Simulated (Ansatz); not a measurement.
# AlIn (P6/mmm) in Ansatz: a series of runs

One crystal, AlIn, is run at these levels: HSE06, HSE03, HSEsol; tasks: band structure.

Program: Ansatz 0.2.0. These are calculated values, not measurements. Logs are shortened: lines on timing, memory, paths and dates and some standing lists are left out, and cuts for length are marked.

**1. The structure**

It takes space group P6/mmm (No. 191, hexagonal). The conventional cell has a = 3.054 Å, b = 3.054 Å, c = 5.828 Å, α = 90.00°, β = 90.00°, γ = 120.00°. Al (site symmetry 6/mmm) is surrounded by 2 In at 2.91 Å and 6 Al at 3.05 Å. In (site symmetry 6/mmm) has 2 Al at 2.91 Å and 6 In at 3.05 Å as nearest neighbours.

The cell was built by a generator and needn't be a form met in nature.

**2. Band structure, HSE06**

The input, input:

```
crystal:
  lattice:
    - [3.05413, 0.0, 0.0]
    - [-1.52707, 2.64496, 0.0]
    - [0.0, 0.0, 5.82802]
  atoms:
    - { symbol: Al, position: [0.0, 0.0, 0.0] }
    - { symbol: In, position: [0.0, 0.0, 0.5] }
hamiltonian:
  xc: hse06
  pseudopotentials: { kind: paw }
kpoints:
  mp_grid: { grid: [5, 5, 3] }
  band_path:
    path:
      - [[0.0, 0.0, 0.0], [0.5, 0.0, 0.0], [0.3333333333, 0.3333333333, 0.0], [0.0, 0.0, 0.0], [0.0, 0.0, 0.5], [0.5, 0.0, 0.5], [0.3333333333, 0.3333333333, 0.5], [0.0, 0.0, 0.5]]
      - [[0.5, 0.0, 0.5], [0.5, 0.0, 0.0]]
      - [[0.3333333333, 0.3333333333, 0.0], [0.3333333333, 0.3333333333, 0.5]]
    npoints: 4
scf:
  occupations: { method: fermi_dirac, width: 0.05 }
  n_extra_bands: 6
output:
  forces: true
  stress: true
  eigenvalues: true
  fatbands: false
```

Potentials or basis: Ansatz PAW.

Output:

```text
Warning: output.stress: scf.convergence.dr2_threshold = 1e-7 eV (the SCF's general default) is looser than the 2e-10 eV advised for a printed stress (1e-10 eV for each atom of the cell: 2). What an SCF threshold leaves in a stress goes as its square root, and in the free energy as the threshold itself, and one threshold admits the most on a small cell: of the crystals measured, under no hybrid functional and no lock of the moments, on runs that ended without the residual-converged pass, on stresses that held no estimate of that error, the worst erred by over 100 MPa in a component at 1e-7 eV an atom and by under 5 at 1e-10. Set scf.convergence.dr2_threshold to 2e-10 eV or tighter. The threshold is an SCF's pass mark: one that does not reach it within its budget of iterations ends unconverged, or closes short of it on a stop that the run arms, and scf.convergence.dr2_threshold's page says what that costs each kind of run
Warning: output.stress: scf.exx.energy_threshold = 1e-6 eV is looser than the 2e-8 eV advised for a stress under a hybrid functional (1e-8 eV for each atom of the cell: 2). Every SCF of the exchange loop can meet its threshold on dr2 while the loop round them stops early: no threshold on dr2 bounds what that leaves in the stress. Set scf.exx.energy_threshold to 2e-8 eV or tighter. The threshold is the loop's pass mark: a loop that does not reach it within its budget of cycles ends unconverged, and scf.exx.energy_threshold's page has the law
scf.n_extra_bands = 6 over 8 filled bands (N_el = 16.0): the run solves 14 bands
GPUs: using 1 of 1 available (devices: 1).
Engine: ansatz 0.2.0, x86_64-unknown-linux-gnu
Pseudopotentials: kind: paw
Pseudopotential: Al, paw, valence charge 3, recommended cutoff 420 eV (normal), Al.paw.azcp
Pseudopotential: In, paw, valence charge 13, recommended cutoff 420 eV (normal), In.paw.azcp
Functional definition: HSE06
  parameter a = 0.25
  parameter omega = 0.11/bohr
  exchange = pbe_x - a*pbe_x_sr(omega) + a*exact_x_sr(omega)
  correlation = pbe_c
device memory: the entry about to start is reckoned to put 0.4 GiB on a device that reports 37.1 GiB free (of which the cap on the GPU budget leaves the run 18.0 GiB)
GPU FFT provider: cuFFT
GPU libraries: cuBLAS 13.8.2, cuFFT 12.4.0, cuSOLVER 12.3.4
Crystal: 2 atoms, lattice volume = 47.079 Å³
Basis set: ecut = 420 eV, 907 PW (Γ), exchange–correlation on 48×48×80 points (8 copies of the dense FFT grid, shifted against one another)
Bands: 14, of which v1, the nominal top of the filled ones, is band 8 counted from 1 (7 counted from 0)
Symmetry: 24 space group operations
Space group: P6/mmm (ITA 191), of the structure as read, at distance tolerance 3.6e-5 Å
k-points: 10 of 75
Non-local potential: Al, projectors of the file, l = 0: 2, l = 1: 2, l = 2: 1
Non-local potential: In, projectors of the file, l = 0: 2, l = 1: 2, l = 2: 2, l = 3: 2
PAW form: soft (Blöchl's): semilocal exchange-correlation on the pseudo side does not see the compensation charge
PAW frozen core: Al, regenerated for the run's functional, and the local potential with it (the file was generated under x = pbe(κ = 0.804, μ = 0.2195149727645171), c = pbe(β = 0.06672455060314922))
PAW frozen core: In, regenerated for the run's functional, and the local potential with it (the file was generated under x = pbe(κ = 0.804, μ = 0.2195149727645171), c = pbe(β = 0.06672455060314922))
PAW one-centre angular grid: Al, 110 points (default); XC on 64 Gauss nodes
PAW one-centre angular grid: In, 590 points (default); XC on 64 Gauss nodes
Initial density: superposition of atomic densities (neutral atoms: chi_scale 0, normalization atom), corrected by the library's trained network
Initial wavefunctions: pseudopotential atomic-orbital guess
GPU buffer pool allocated for 23040 grid points (all kernels)
GPU transforms: local potential and band sums: pruned to the plane-wave sphere, on 24×24×40
Functional: x = pbe(κ = 0.804, μ = 0.2195149727645171), c = pbe(β = 0.06672455060314922), warm-up for x = pbe(κ = 0.804, μ = 0.2195149727645171) + 0.25 (exact − pbe) at short range (hse, ω = 0.20786987370883472 Å⁻¹), c = pbe(β = 0.06672455060314922); HSE06 as pw.x's `hse` composes it (authors' and Libxc's form: `xc: wpbeh`)
SCF iter   1: F=—  HF=-6134.976188 eV  |F-HF|=—  |Δ(HF+E_count)|=         —  Δρ=3.49e-3  dr2=1.63e-2  ethr=1.77e-3  ⟨swp⟩=11.0  Hψ=700  notcnv=0
preconditioner: auto → none  [insulator: Δε(μ)=0.447 eV  Ē_g=16.198 eV  σ=0.050 eV  W_gap=0.98  n_scr=4 (ndim 8)  ℏωp=21.6 eV  f_vac=0.000  D(μ)=0.13/eV (n_scr^D=0)]
SCF iter   2: F=—  HF=-6134.976189 eV  |F-HF|=—  |Δ(HF+E_count)|=   1.69e-6  Δρ=2.27e-3  dr2=1.43e-2  ethr=1.02e-4  ⟨swp⟩=5.6  Hψ=407  notcnv=0  defer=5
iter 3 solved again at ethr=6.53e-6 eV; its pass at ethr=8.92e-5 eV (dr2=1.04e-3 eV) is discarded
SCF iter   3: F=—  HF=-6134.973358 eV  |F-HF|=—  |Δ(HF+E_count)|=   2.83e-3  Δρ=1.21e-3  dr2=1.02e-3  ethr=6.53e-6  ⟨swp⟩=3.0  Hψ=591  notcnv=0
SCF iter   4: F=—  HF=-6134.973214 eV  |F-HF|=—  |Δ(HF+E_count)|=   1.45e-4  Δρ=2.18e-4  dr2=2.77e-5  ethr=6.36e-6  ⟨swp⟩=2.0  Hψ=222  notcnv=0
SCF iter   5: F=—  HF=-6134.973220 eV  |F-HF|=—  |Δ(HF+E_count)|=   6.47e-6  Δρ=5.36e-5  dr2=1.38e-6  ethr=1.73e-7  ⟨swp⟩=3.9  Hψ=286  notcnv=0
SCF iter   6: F=—  HF=-6134.973220 eV  |F-HF|=—  |Δ(HF+E_count)|=   4.64e-8  Δρ=1.51e-5  dr2=1.39e-7  ethr=8.60e-9  ⟨swp⟩=4.0  Hψ=310  notcnv=0
SCF iter   7: F=-6134.973220 eV  HF=-6134.973220 eV  |F-HF|=7.39e-10  |Δ(HF+E_count)|=   1.97e-8  Δρ=2.78e-6  dr2=3.27e-9  ethr=8.69e-10  ⟨swp⟩=3.6  Hψ=262  notcnv=0
SCF 1 converged in 7 iterations: F = -6134.973220 eV  dr2 = 3.27e-9
device memory: the entry about to start is reckoned to put 1.1 GiB on a device that reports 37.1 GiB free (of which the cap on the GPU budget leaves the run 18.0 GiB)
GPU FFT provider: cuFFT
GPU libraries: cuBLAS 13.8.2, cuFFT 12.4.0, cuSOLVER 12.3.4
Initial density: handed on by an earlier stage of this run
Initial wavefunctions: those handed on with the density
GPU buffer pool allocated for 23040 grid points (all kernels)
GPU transforms: local potential and band sums: pruned to the plane-wave sphere, on 24×24×40
Functional: x = pbe(κ = 0.804, μ = 0.2195149727645171) + 0.25 (exact − pbe) at short range (hse, ω = 0.20786987370883472 Å⁻¹), c = pbe(β = 0.06672455060314922); HSE06 as pw.x's `hse` composes it (authors' and Libxc's form: `xc: wpbeh`)
Exchange kernel: α = 0.2500, screened, ω = 0.2079 Å⁻¹, Wigner–Seitz truncation, v(0) = 1029.7285 eV·Å³, q-mesh 5×5×3, nearest image of the exchange supercell L = 15.27 Å, pair-density grid 15×15×27, without the augmentation charges, whose exchange is taken in its separable form by FFT convolution over the k-point mesh (sized by the pseudopotential files, 18×18×40 at the most), smooth part of the exact exchange by density-matrix convolution in up to 1.36 GiB of GPU memory as planned if the GPU has room (build and FFT work areas not counted)
Frozen-core exchange: fock
iter 1 solved again at ethr=5.30e-5 eV; its pass at ethr=1.00e-1 eV (dr2=8.49e-3 eV) is discarded
SCF iter   1: F=—  HF=-6139.206890 eV  |F-HF|=—  |Δ(HF+E_count)|=         —  Δρ=4.69e-3  dr2=8.61e-3  ethr=5.30e-5  ⟨swp⟩=4.6  Hψ=786  notcnv=0
preconditioner: auto → none  [insulator: Δε(μ)=0.594 eV  Ē_g=18.211 eV  σ=0.050 eV  W_gap=0.99  n_scr=4 (ndim 8)  ℏωp=21.6 eV  f_vac=0.000  D(μ)=0.03/eV (n_scr^D=0)]
SCF iter   2: F=—  HF=-6139.204604 eV  |F-HF|=—  |Δ(HF+E_count)|=   2.29e-3  Δρ=1.27e-3  dr2=3.12e-3  ethr=4.89e-5  ⟨swp⟩=4.0  Hψ=401  notcnv=0
SCF iter   3: F=—  HF=-6139.204305 eV  |F-HF|=—  |Δ(HF+E_count)|=   2.98e-4  Δρ=7.97e-4  dr2=1.23e-3  ethr=1.46e-5  ⟨swp⟩=3.3  Hψ=250  notcnv=0
SCF iter   4: F=—  HF=-6139.206402 eV  |F-HF|=—  |Δ(HF+E_count)|=   2.10e-3  Δρ=6.85e-4  dr2=1.40e-4  ethr=6.32e-6  ⟨swp⟩=3.8  Hψ=304  notcnv=0
SCF iter   5: F=—  HF=-6139.206387 eV  |F-HF|=—  |Δ(HF+E_count)|=   1.51e-5  Δρ=1.29e-4  dr2=2.29e-5  ethr=7.92e-7  ⟨swp⟩=3.0  Hψ=279  notcnv=0
SCF iter   6: F=—  HF=-6139.206458 eV  |F-HF|=—  |Δ(HF+E_count)|=   7.11e-5  Δρ=1.18e-4  dr2=2.95e-5  ethr=3.91e-8  ⟨swp⟩=4.0  Hψ=395  notcnv=0
SCF iter   7: F=-6139.206451 eV  HF=-6139.206451 eV  |F-HF|=8.54e-8  |Δ(HF+E_count)|=   6.59e-6  Δρ=1.17e-5  dr2=2.05e-7  ethr=3.91e-8  ⟨swp⟩=3.3  Hψ=243  notcnv=0
SCF 2 stopped early in 7 iterations: F = -6139.206451 eV  dr2 = 2.05e-7
hybrid outer 1: dexx = +2.537e-3 eV, tail = 4.15e-6 eV
GPU FFT provider: cuFFT
GPU libraries: cuBLAS 13.8.2, cuFFT 12.4.0, cuSOLVER 12.3.4
GPU buffer pool allocated for 23040 grid points (all kernels)
GPU transforms: local potential and band sums: pruned to the plane-wave sphere, on 24×24×40
Exchange kernel: α = 0.2500, screened, ω = 0.2079 Å⁻¹, Wigner–Seitz truncation, v(0) = 1029.7285 eV·Å³, q-mesh 5×5×3, nearest image of the exchange supercell L = 15.27 Å, pair-density grid 15×15×27, without the augmentation charges, whose exchange is taken in its separable form by FFT convolution over the k-point mesh (sized by the pseudopotential files, 18×18×40 at the most), smooth part of the exact exchange by density-matrix convolution in up to 1.36 GiB of GPU memory as planned if the GPU has room (build and FFT work areas not counted)
Frozen-core exchange: fock
SCF iter   1: F=—  HF=-6139.206363 eV  |F-HF|=—  |Δ(HF+E_count)|=         —  Δρ=2.64e-5  dr2=2.84e-7  ethr=1.30e-7  ⟨swp⟩=4.9  Hψ=385  notcnv=0
preconditioner: auto → none  [insulator: Δε(μ)=0.592 eV  Ē_g=18.135 eV  σ=0.050 eV  W_gap=0.99  n_scr=4 (ndim 8)  ℏωp=21.6 eV  f_vac=0.000  D(μ)=0.03/eV (n_scr^D=0)]
SCF iter   2: F=—  HF=-6139.206363 eV  |F-HF|=—  |Δ(HF+E_count)|=   4.00e-8  Δρ=6.25e-6  dr2=1.46e-8  ethr=1.41e-9  ⟨swp⟩=4.0  Hψ=334  notcnv=0
SCF iter   3: F=-6139.206363 eV  HF=-6139.206363 eV  |F-HF|=1.06e-10  |Δ(HF+E_count)|=   3.07e-9  Δρ=1.58e-6  dr2=6.37e-9  ethr=5.58e-11  ⟨swp⟩=3.2  Hψ=317  notcnv=0
SCF 3 converged in 3 iterations: F = -6139.206363 eV  dr2 = 6.37e-9
  Residual-converged pass: ⟨swp⟩=3.0  Hψ=267  notcnv=0  max |occ|·‖R‖ = 2.3e-6 eV (tolerance 2.4e-6 eV)  dr2=6.38e-9  dr2_onsite=2.36e-10  max |Δocc| = 1.6e-13
hybrid outer 2: dexx = +3.105e-8 eV, tail = 1.40e-8 eV, Δε = 1.65e-3 eV (about 1.30e-4 eV left of the loop's levels)
device memory: the entry about to start is reckoned to put 0.4 GiB on a device that reports 36.9 GiB free (of which the cap on the GPU budget leaves the run 18.0 GiB)
NSCF: frozen V_eff on 39 k-points, pencils in batches of 32, up to order 64
hybrid SCF converged: 2 outer / 10 inner (+7 warm-up), last move |dexx| = 3.11e-8 eV, tail = 1.40e-8 eV
Stability not checked: this state was not tested for a lower state beside it, because the functional holds exact exchange (a hybrid, or Hartree-Fock), whose exchange loop this test does not read (fock_operator; see scf.lower_state_search)
Free energy (F): -6139.206363 eV
Frozen-core exchange: fock
Harris-Foulkes:  -6139.206363 eV  (|F-HF|=1.06e-10)
Internal energy: -6139.205829 eV  (E = F + TS)
E sigma→0 (E₀):  -6139.206096 eV
Entropy (-TS):   -0.000534 eV (-0.267 meV/atom)
Fermi energy:    7.983120 eV
--- Per-component energies (eV) ---
  E_band       = -64.101015
  E_kinetic    = 262.053413
  E_local      = -1533.045592  (includes V_loc(G=0)·N_el)
  E_nonlocal   = 376.359893
  E_hartree    = 644.095132
  E_xc         = -202.979667
  E_vxc        = -102.421447  (∫ρ·V_xc dr)
  E_exx        = -35.153619  (= α·E_x^exact, valence–valence)
  E_paw        = -4641.264213  (= ΣΔE_a)
  E_vpaw       = -284.929633  (= ΣTr[D̂ρ^β])
  E_aug_tail   = 0.000024  (compensation charges beyond the density's cutoff)
  E_ewald      = -1009.737580
  E_core_change = 0.466381  (= ΣΔE_core)
  E_smearing   = -0.000534  (= −TS)
  E_closure    = 0.000000  (closes the sum)
  Σ components = -6139.206363   (vs F -6139.206363, Δ=0.00e0)
--- Forces (eV/Å), atoms counted from 1 ---
  atom   1  Al     0.00000000     0.00000000     0.00000000
  atom   2  In     0.00000000    -0.00000000     0.00000000
  max |Σ_I F_I| component: 5.26e-31 eV/Å
--- Stress (GPa, compression-positive) ---
       -3.675595       0.000000       0.000000
       -0.000000      -3.675595       0.000000
        0.000000       0.000000       0.816179
  P = ⅓ Tr σ = -2.1783 GPa (-21.783 kbar)
--- Band table (eV; the first three rows and the last of 10) ---
  k-point 0: bands = ["-8.9550", "-8.8156", "-8.8156", "-8.4050", "-8.4050", "-2.8659", "1.6603", "3.4542", "16.2537", "17.9304", "19.0956", "19.0956", "20.6926", "20.6926"]
  k-point 1: bands = ["-8.9500", "-8.8156", "-8.8156", "-8.4050", "-8.4050", "-2.3510", "-0.4267", "6.7067", "11.6474", "19.5201", "19.5201", "20.7217", "20.7217", "21.0295"]
  k-point 2: bands = ["-8.9400", "-8.7463", "-8.6229", "-8.5377", "-8.4317", "-1.8533", "2.6227", "4.5037", "13.0094", "16.5715", "17.0606", "17.2294", "17.9622", "18.6618"]
  k-point 9: bands = ["-8.8881", "-8.7253", "-8.5635", "-8.4658", "-8.4101", "4.4966", "5.4058", "6.1488", "6.9295", "9.9370", "11.3603", "13.2539", "14.4864", "17.5014"]
```

Wall time 19 s (1 × NVIDIA H100 80GB HBM3 with 2 threads of AMD EPYC 7R13 (Zen 3), shared host); peak memory 1.8 GiB.

What came out:

```yaml
Free_energy: -6139.2064 eV
Pressure: -2.2 GPa
Band_gap_on_the_k_mesh: none (metal or under the smearing width)
```

Stress tensor (GPa, compression positive):
```
-3.68  0.00  0.00
 0.00 -3.68  0.00
 0.00  0.00  0.82
```

Levels at the corners of the path, in eV from the Fermi level:
| point | band 4 | band 5 | band 6 | band 7 | band 8 | band 9 | band 10 | band 11 | band 12 | band 13 |
| --- | --- | --- | --- | --- | --- | --- | --- | --- | --- | --- |
| Γ | -16.39 | -16.39 | -10.85 | -6.32 | -4.53 | 8.27 | 9.95 | 11.11 | 11.11 | 12.71 |
| M | -16.43 | -16.22 | -4.69 | -4.00 | -0.56 | 0.25 | 0.34 | 3.79 | 6.59 | 8.58 |
| K | -16.60 | -16.49 | -3.13 | -1.68 | -1.68 | 1.37 | 1.75 | 1.75 | 2.42 | 5.51 |
| Γ | -16.39 | -16.39 | -10.85 | -6.32 | -4.53 | 8.27 | 9.95 | 11.11 | 11.11 | 12.71 |
| A | -16.39 | -16.39 | -9.95 | -9.07 | 0.77 | 1.43 | 11.78 | 11.78 | 12.75 | 12.75 |
| L | -16.42 | -16.22 | -3.48 | -3.46 | -2.97 | -2.53 | 5.86 | 6.46 | 7.01 | 7.55 |
| H | -16.60 | -16.48 | -2.04 | -1.80 | -0.62 | -0.62 | -0.34 | -0.34 | 7.80 | 8.08 |
| A | -16.39 | -16.39 | -9.95 | -9.07 | 0.77 | 1.43 | 11.78 | 11.78 | 12.75 | 12.75 |
| L | -16.42 | -16.22 | -3.48 | -3.46 | -2.97 | -2.53 | 5.86 | 6.46 | 7.01 | 7.55 |
| M | -16.43 | -16.22 | -4.69 | -4.00 | -0.56 | 0.25 | 0.34 | 3.79 | 6.59 | 8.58 |
| K | -16.60 | -16.49 | -3.13 | -1.68 | -1.68 | 1.37 | 1.75 | 1.75 | 2.42 | 5.51 |
| H | -16.60 | -16.48 | -2.04 | -1.80 | -0.62 | -0.62 | -0.34 | -0.34 | 7.80 | 8.08 |

Caveat: the k mesh is coarse (spacing up to 0.48 Å⁻¹), so the values aren't converged, least of all with exact exchange; spin-orbit coupling is left out, which moves the levels of the heavy elements; the PAW data sets come from PBE, with cores solved anew for the run's functional, which leaves a small shift of forces and pressure; the thresholds are loose for stress.

(Part 1 of 2 ends here.)
